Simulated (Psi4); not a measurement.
# doublet AlGeNH4O+: levels of theory compared

Wanted: a comparison of 4 runs (UHF/STO-3G, UHF/3-21G, UB3LYP/6-31G*, UTPSSh/6-31G*) of doublet AlGeNH4O+. 

Program for the calculation: Psi4 1.11.

1 further run of the same task is left out (set aside as unsound or not needed). Runs told in other sessions of the task aren't counted.

## 1. The system as given

The species is AlGeNH4O+ (8 atoms), meant as a doublet with charge +1. SMILES of the parent species: `[NH2][GeH]1[O][AlH]1`. The shape is that of a PBE0-D4/def2-TZVP optimisation. This is one conformer, not always the lowest. That shape belongs to the parent species and isn't relaxed for this state.

Bond lengths: N1–Ge2 1.822 Å, Ge2–O3 1.896 Å, Ge2–Al4 2.331 Å, O3–Al4 1.699 Å, N1–H5 1.009 Å, N1–H6 1.008 Å, Ge2–H7 1.543 Å, Al4–H8 1.577 Å. Some angles: N1–Ge2–O3 114.7°, N1–Ge2–Al4 126.9°, O3–Ge2–Al4 46.0°, Ge2–O3–Al4 80.7°, Ge2–Al4–O3 53.4°, N1–Ge2–H7 103.9°, O3–Ge2–H7 108.8°, Al4–Ge2–H7 128.4°, Ge2–N1–H5 116.8°, Ge2–N1–H6 117.5°.

## 2. Energy and forces at UHF/STO-3G (run 1)

algeh4no_ase.py reads:

```python
import numpy as np
from ase.calculators.psi4 import Psi4
from ase import Atoms

atoms = Atoms(['N', 'Ge', 'O', 'Al', 'H', 'H', 'H', 'H'], positions=[
    [-1.000700, 1.330400, 0.514400],
    [0.239100, 0.000100, 0.626900],
    [1.177500, -0.346000, -0.983500],
    [0.431500, -1.856900, -0.769100],
    [-0.662600, 2.276400, 0.611900],
    [-1.682100, 1.271200, -0.226100],
    [1.237900, 0.511900, 1.685400],
    [0.351700, -3.244100, -1.515600],
])
calc = Psi4(atoms=atoms, method='scf', basis='STO-3G', memory='2200MB', num_threads=1, charge=1, multiplicity=2, label='algeh4no', reference='uhf')
calc.psi4.set_options({'puream': True, 'e_convergence': 1e-09, 'd_convergence': 1e-08, 'scf_type': 'pk', 'maxiter': 100})
atoms.calc = calc

forces = atoms.get_forces()
print(f'energy: {atoms.get_potential_energy():.6f} eV')
print('forces / eV A^-1')
print(np.round(forces, 5))
```

Launch:

```bash
python algeh4no_ase.py
```

algeh4no.dat:

```text
[...]
  Running in c1 symmetry.
[...]
  Nuclear repulsion =  340.293350251446270
[...]
  Multiplicity = 2
[...]
  Nalpha       = 32
  Nbeta        = 31
[...]
    Number of basis functions: 41
[...]
   @UHF iter   1: -2420.07367115829902   -4.44816e+00   1.78329e-02 ADIIS/DIIS
[...]
   @UHF iter  25: -2420.54822582069210   -1.81899e-12   3.99718e-09 DIIS
[...]
   @S^2 Observed:                7.812868151E-01
[...]
  @UHF Final Energy: -2420.54822582069210
   => Energetics <=
    Nuclear Repulsion Energy =            340.2933502514462702
    One-Electron Energy =               -4059.5876309091622716
    Two-Electron Energy =                1298.7460548370238484
    Total Energy =                      -2420.5482258206920960
  UHF NO Occupations:
  HONO-2 :   30  A 1.9987849
  HONO-1 :   31  A 1.9864129
  HONO-0 :   32  A 1.0000000
  LUNO+0 :   33  A 0.0135871
  LUNO+1 :   34  A 0.0012151
[...]
  -Total Gradient:
     Atom            X                  Y                   Z
    ------   -----------------  -----------------  -----------------
       1       -0.046458404934     0.063656864586    -0.001342934749
       2        0.008071024452    -0.078196129793    -0.031495569109
       3        0.004954694885    -0.006631588179    -0.007764120234
       4        0.000822449061     0.061418493706     0.036129770137
       5       -0.001095516581    -0.013065770466    -0.004450100702
       6        0.011912729673    -0.004302644943     0.008936379122
       7        0.022392118406     0.019028682795     0.025690397298
       8       -0.000599094962    -0.041907907690    -0.025703821820
[...]
```

On the terminal:

```text
energy: -65866.472163 eV
forces / eV A^-1
[[ 2.38899 -3.27337  0.06906]
 [-0.41503  4.02101  1.61957]
 [-0.25478  0.34101  0.39925]
 [-0.04229 -3.15827 -1.85787]
 [ 0.05633  0.67187  0.22883]
 [-0.61258  0.22125 -0.45953]
 [-1.15145 -0.97849 -1.32105]
 [ 0.03081  2.15499  1.32174]]
```

It took 3.9 s on 1 thread of Intel Xeon Platinum 8375C at 2.90GHz (Ice Lake), shared host; peak memory 0.24 GiB.

## 3. Energy and forces at UHF/3-21G (run 2)

job.dat reads:

```
memory 2.2 GB

molecule mol {
  1 2
  N     -1.000700     1.330400     0.514400
  Ge     0.239100     0.000100     0.626900
  O      1.177500    -0.346000    -0.983500
  Al     0.431500    -1.856900    -0.769100
  H     -0.662600     2.276400     0.611900
  H     -1.682100     1.271200    -0.226100
  H      1.237900     0.511900     1.685400
  H      0.351700    -3.244100    -1.515600
  symmetry c1
}

set globals {
  basis         3-21G
  reference     uhf
  puream        true
  e_convergence 1e-09
  d_convergence 1e-08
  scf_type      pk
  maxiter       100
}

e_tot, wfn = gradient("hf", return_wfn=True)
oeprop(wfn, "LOWDIN_CHARGES", "WIBERG_LOWDIN_INDICES", "MULLIKEN_CHARGES")
print_variables()
```

Launch:

```bash
psi4 job.dat job.out -n 1
```

job.out:

```text
[...]
  Running in c1 symmetry.
[...]
  Nuclear repulsion =  340.293350251446270
[...]
  Multiplicity = 2
[...]
  Nalpha       = 32
  Nbeta        = 31
[...]
    Number of basis functions: 61
[...]
   @UHF iter   1: -2436.11387044948333   -4.15919e+00   1.43328e-02 ADIIS/DIIS
[...]
   @UHF iter  24: -2436.60934000435600   -4.09273e-12   9.57810e-09 DIIS
[...]
   @S^2 Observed:                7.760683544E-01
[...]
  @UHF Final Energy: -2436.60934000435600
   => Energetics <=
    Nuclear Repulsion Energy =            340.2933502514462702
    One-Electron Energy =               -4063.1480623419233780
    Two-Electron Energy =                1286.2453720861212787
    Total Energy =                      -2436.6093400043559996
  UHF NO Occupations:
  HONO-2 :   30  A 1.9991005
  HONO-1 :   31  A 1.9890255
  HONO-0 :   32  A 1.0000000
  LUNO+0 :   33  A 0.0109745
  LUNO+1 :   34  A 0.0008995
[...]
  -Total Gradient:
     Atom            X                  Y                   Z
    ------   -----------------  -----------------  -----------------
       1       -0.028367741759     0.030223007593     0.024617915677
       2        0.009322636664    -0.085186885420    -0.034007500289
       3       -0.008636699691    -0.026126418579    -0.002431801902
       4        0.009135798318     0.077001498785     0.032695749119
       5        0.005365266949     0.000609419967    -0.010104885051
       6        0.007317924658    -0.003078700303    -0.008510042472
       7        0.004991022997     0.011956699679     0.003097312577
       8        0.000871791866    -0.005398621751    -0.005356747606
[...]
```

It took 3.9 s on 1 thread of Intel Xeon Platinum 8375C at 2.90GHz (Ice Lake), shared host; peak memory 0.22 GiB.

Run 3 isn't shown in full; the table further down has it.

## 4. Energy and gradient at UTPSSh/6-31G(d) (spherical functions) (run 4)

job.json reads:

```json
{
  "schema_name": "qcschema_input",
  "schema_version": 1,
  "molecule": {
    "schema_name": "qcschema_molecule",
    "schema_version": 2,
    "symbols": ["N", "Ge", "O", "Al", "H", "H", "H", "H"],
    "geometry": [-1.89104893, 2.51409164, 0.97207512, 0.45183352, 0.00018897, 1.18466931, 2.22515251, -0.65384524, -1.85854564, 0.81541682, -3.50903244, -1.45338836, -1.25213253, 4.30177255, 1.15632342, -3.17870831, 2.40221985, -0.42726708, 2.33929197, 0.9673508, 3.18494441, 0.66461668, -6.13046052, -2.86406891],
    "molecular_charge": 1,
    "molecular_multiplicity": 2,
    "fix_symmetry": "c1"
  },
  "driver": "gradient",
  "model": {
    "method": "tpssh",
    "basis": "6-31G*"
  },
  "keywords": {
    "reference": "uks",
    "puream": true,
    "e_convergence": 1e-09,
    "d_convergence": 1e-08,
    "scf_type": "pk",
    "dft_radial_points": 99,
    "dft_spherical_points": 590,
    "maxiter": 100
  }
}
```

Launch:

```bash
psi4 --qcschema job.json -n 1 --memory 2200MB
```

stdout:

```text
[...]
  Running in c1 symmetry.
[...]
  Nuclear repulsion =  340.293350484483199
[...]
  Multiplicity = 2
[...]
  Nalpha       = 32
  Nbeta        = 31
[...]
    Number of basis functions: 86
[...]
   @UKS iter   1: -2449.69700809325150   -1.71058e+00   3.23527e-02 ADIIS/DIIS
[...]
   @UKS iter  16: -2451.21541820681705   -8.59472e-11   9.64512e-09 DIIS
[...]
   @S^2 Observed:                7.557313228E-01
[...]
  @UKS Final Energy: -2451.21541820681705
   => Energetics <=
    Nuclear Repulsion Energy =            340.2933504844831987
    One-Electron Energy =               -4075.7644258079481006
    Two-Electron Energy =                1387.5296305398369441
    DFT Exchange-Correlation Energy =    -103.2739734231895170
    Empirical Dispersion Energy =           0.0000000000000000
    VV10 Nonlocal Energy =                  0.0000000000000000
    Total Energy =                      -2451.2154182068175032
  UHF NO Occupations:
  HONO-2 :   30  A 1.9993796
  HONO-1 :   31  A 1.9981400
[...]
  -Total Gradient:
     Atom            X                  Y                   Z
    ------   -----------------  -----------------  -----------------
       1       -0.007048808138     0.020934471166     0.010396308741
       2       -0.006261688614    -0.059908936222    -0.022738332551
       3        0.006128698638    -0.006382493836    -0.008047905304
       4       -0.003105165486     0.049083243214     0.033020387044
       5       -0.001057824491    -0.008560808095    -0.011907247078
       6        0.007679295788    -0.000655615558     0.005633388786
       7        0.001186441492     0.008032309502    -0.000514379191
       8        0.002455734017    -0.002583481384    -0.005851332370
[...]
```

The result, in JSON:

```text
{
 "driver": "gradient",
 "model": {
  "method": "tpssh",
  "basis": "6-31G*"
 },
 "success": true,
 "return_result": [-0.007048808138083236, 0.0209344711657089, 0.010396308740503846, -0.006261688614193184, -0.05990893622177626, -0.02273833255108093, 0.0061286986378838865, -0.006382493835572711, -0.00804790530417103, -0.003105165486190775, 0.04908324321375958, 0.03302038704353216, -0.0010578244911143564, -0.008560808094909, -0.011907247077781673, 0.007679295787507839, -0.0006556155578073802, 0.005633388785895144, 0.0011864414922704708, 0.008032309501663601, -0.0005143791910247469, 0.0024557340171064436, -0.002583481384136277, -0.005851332369962825],
 "properties": {
  "calcinfo_nbasis": 86,
  "calcinfo_nmo": 86,
  "calcinfo_nalpha": 32,
  "calcinfo_nbeta": 31,
  "calcinfo_natom": 8,
  "nuclear_repulsion_energy": 340.2933504844832,
  "return_energy": -2451.215418206817,
  "return_gradient": [-0.007048808138083236, 0.0209344711657089, 0.010396308740503846, -0.006261688614193184, -0.05990893622177626, -0.02273833255108093, 0.0061286986378838865, -0.006382493835572711, -0.00804790530417103, -0.003105165486190775, 0.04908324321375958, 0.03302038704353216, -0.0010578244911143564, -0.008560808094909, -0.011907247077781673, 0.007679295787507839, -0.0006556155578073802, 0.005633388785895144, 0.0011864414922704708, 0.008032309501663601, -0.0005143791910247469, 0.0024557340171064436, -0.002583481384136277, -0.005851332369962825],
  "scf_one_electron_energy": -4075.764425807948,
  "scf_two_electron_energy": 1387.529630539837,
  "scf_xc_energy": -103.27397342318952,
  "scf_dipole_moment": [-0.5757753595572233, -0.8893697222883536, -0.31734953537843413],
  "scf_total_energy": -2451.215418206817,
  "scf_total_gradient": [-0.007048808138083236, 0.0209344711657089, 0.010396308740503846, -0.006261688614193184, -0.05990893622177626, -0.02273833255108093, 0.0061286986378838865, -0.006382493835572711, -0.00804790530417103, -0.003105165486190775, 0.04908324321375958, 0.03302038704353216, -0.0010578244911143564, -0.008560808094909, -0.011907247077781673, 0.007679295787507839, -0.0006556155578073802, 0.005633388785895144, 0.0011864414922704708, 0.008032309501663601, -0.0005143791910247469, 0.0024557340171064436, -0.002583481384136277, -0.005851332369962825],
  "scf_iterations": 16
 }
}
```

Run time: 2.4 min. Hardware: 1 thread of Intel Xeon Platinum 8375C at 2.90GHz (Ice Lake), shared host; peak memory 1.4 GiB.

## 5. Overview of the runs

```
run                                level      task         integration grid   energy (Eh)  HOMO energy (eV)  LUMO energy (eV)   ⟨S²⟩  wall time
  1                           UHF/STO-3G  gradient                        –  -2420.548226            -13.32             -1.41  0.781      3.9 s
  2                            UHF/3-21G  gradient                        –  -2436.609340            -15.72             -5.61  0.776      3.9 s
  3  UB3LYP/6-31G* (spherical functions)    energy  99 radial × 590 angular  -2451.293172            -12.43            -10.40  0.756       32 s
  4  UTPSSh/6-31G* (spherical functions)  gradient  99 radial × 590 angular  -2451.215418            -12.03            -10.61  0.756    2.4 min
```

## 6. Outcome

| quantity | value |
| --- | --- |
| run 4: total energy | -2451.21542 Eh |
| run 4: HOMO energy (highest over α and β) | -12.03 eV |
| run 4: LUMO energy (lowest over α and β) | -10.61 eV |
| run 4: ⟨S²⟩ | 0.756 |
| run 4: largest force on an atom | 3.311 eV/Å |

**Reading.** Totals of different functionals can't be ranked against each other. In run 1 the basis is minimal, so the values are rough. All runs together took 3.1 min, the longest 2.4 min.
